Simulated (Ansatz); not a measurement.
# SnSe3: a trial structure relaxed

Where does SnSe3 go from the start given, Ni3Sn (D0_19) type (P6_3/mmc, No. 194)?

Program: Ansatz 0.2.0. Level of theory: DFT PBE, scalar-relativistic, plane waves, PAW. These are calculated values, not measurements.

## (1) The starting structure

It takes space group P6_3/mmc (No. 194, hexagonal). The conventional cell has a = 6.722 Å, b = 6.722 Å, c = 5.396 Å, α = 90.00°, β = 90.00°, γ = 120.00°. Sn (site symmetry -6m2) has 12 Se at 3.32 to 3.36 Å as nearest neighbours. Around Se (site symmetry mm2) lie 4 Sn at 3.32 to 3.36 Å and 8 Se at 3.33 to 3.37 Å.

Coordinates:

```
CELL_PARAMETERS angstrom
6.72248 0.00000 0.00000
-3.36124 5.82184 0.00000
0.00000 0.00000 5.39583
ATOMIC_POSITIONS crystal
Sn 0.33333 0.66667 0.25000
Sn 0.66667 0.33333 0.75000
Se 0.83300 0.66600 0.25000
Se 0.16700 0.83300 0.75000
Se 0.33400 0.16700 0.25000
Se 0.16700 0.33400 0.75000
Se 0.83300 0.16700 0.25000
Se 0.66600 0.83300 0.75000
```

(A quick probe on a coarse mesh, which set the mesh and smearing, is not shown.)

## (3) Rough relaxation on the coarse mesh

Input file input.yaml:

```yaml
crystal:
  lattice:
    - [6.7224793371, 0.0, 0.0]
    - [-3.3612396686, 5.8218378824, 0.0]
    - [0.0, 0.0, 5.3958268949]
  atoms:
    - { symbol: Sn, position: [0.3333333333, 0.6666666667, 0.25] }
    - { symbol: Sn, position: [0.6666666667, 0.3333333333, 0.75] }
    - { symbol: Se, position: [0.833, 0.666, 0.25] }
    - { symbol: Se, position: [0.167, 0.833, 0.75] }
    - { symbol: Se, position: [0.334, 0.167, 0.25] }
    - { symbol: Se, position: [0.167, 0.334, 0.75] }
    - { symbol: Se, position: [0.833, 0.167, 0.25] }
    - { symbol: Se, position: [0.666, 0.833, 0.75] }
basis:
  ecutwfc: 420
kpoints:
  mp_grid: { grid: [3, 3, 4] }
hamiltonian:
  xc: pbe
scf:
  occupations: { method: gaussian, width: 0.1 }
  lower_state_search: "off"
output:
  forces: true
  stress: true
  eigenvalues: true
relax:
  adjacent_minimum: "off"
  f_tol: 0.04
  max_steps: 70
  cell: { stress_tol: 0.4 }
```

On the command line:

```sh
$ ansatz run input.yaml --threads 1 --pin off --max-ram 2560MiB --backend cpu --events-out ev --progress --plain --runs-dir out
```

The session goes on with these runs: relaxing cell and atoms.

Q: Predict the outcome of this session.

As calculated:

Formation energies count from the elements, computed with the same settings in runs not shown here.

| quantity | value |
| --- | --- |
| cell | a = 6.142 Å, b = 6.142 Å, c = 5.826 Å, α = 90.00°, β = 90.00°, γ = 120.00° |
| space group | P6_3/mmc (No. 194) |
| volume | 23.79 Å³/atom |
| gap on the mesh | none (metal) |
| formation energy from the elements | +0.266 eV/atom |

**Reading.** The space group stayed P6_3/mmc, and from the first guess the volume went from 26.40 to 23.79 Å³/atom. The formation energy of +0.27 eV/atom is positive, so the elements lie lower than this structure; another structure of the compound can lie lower. Layers here are held mostly by dispersion, which this level lacks, so their spacing and the stiffness across them are unreliable there.
